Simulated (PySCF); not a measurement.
# C5H9FSi2: the cost of one run

Computed with PySCF 2.14.0 and routines of our own; the level stands in each step. Atoms count from 0.

## 1. The starting structure

17 atoms, charge 0, multiplicity 1; geometry from: GFN2-xTB.

## 2. Magnetic properties: GIAO PBE0/pcSseg-1

What the job is given:

```
{"job": {"kind": "mag", "xc": "PBE0", "basis": "pcSseg-1", "isotopologues": 2}, "charge": 0, "multiplicity": 1}
C      3.034613    -0.798604    -1.911738
C      2.182665    -0.794128    -1.063426
Si     0.880195    -0.754506     0.251106
C     -0.841856    -1.263727    -0.413052
Si    -2.028884     0.181876    -0.044286
C     -0.909913     1.176515     1.168123
F     -1.284619     2.520694     1.206192
C      0.547915     1.055356     0.747363
H      3.780735    -0.803129    -2.653990
H      1.314800    -1.580147     1.387731
H     -1.182888    -2.178181     0.067274
H     -0.808597    -1.483133    -1.477671
H     -2.308449     1.009034    -1.217991
H     -3.266438    -0.224912     0.625758
H     -1.032197     0.828161     2.201665
H      1.211963     1.416586     1.533087
H      0.703957     1.704276    -0.117131
```

With the program's defaults for keys left out, this is: GIAO PBE0/pcSseg-1 magnetisability, rotational g tensor and spin-rotation constants, non-relativistic, gas phase.

Launch:

```bash
> OMP_NUM_THREADS=1 python excited_run.py task.json out
```

One launch serves the whole session: the jobs run in the order shown.

**Question.** How long does this first job take on 1 thread of Arm Neoverse V1, shared host, and how much memory does it need?

About 37 s, with a peak of 0.86 GiB.
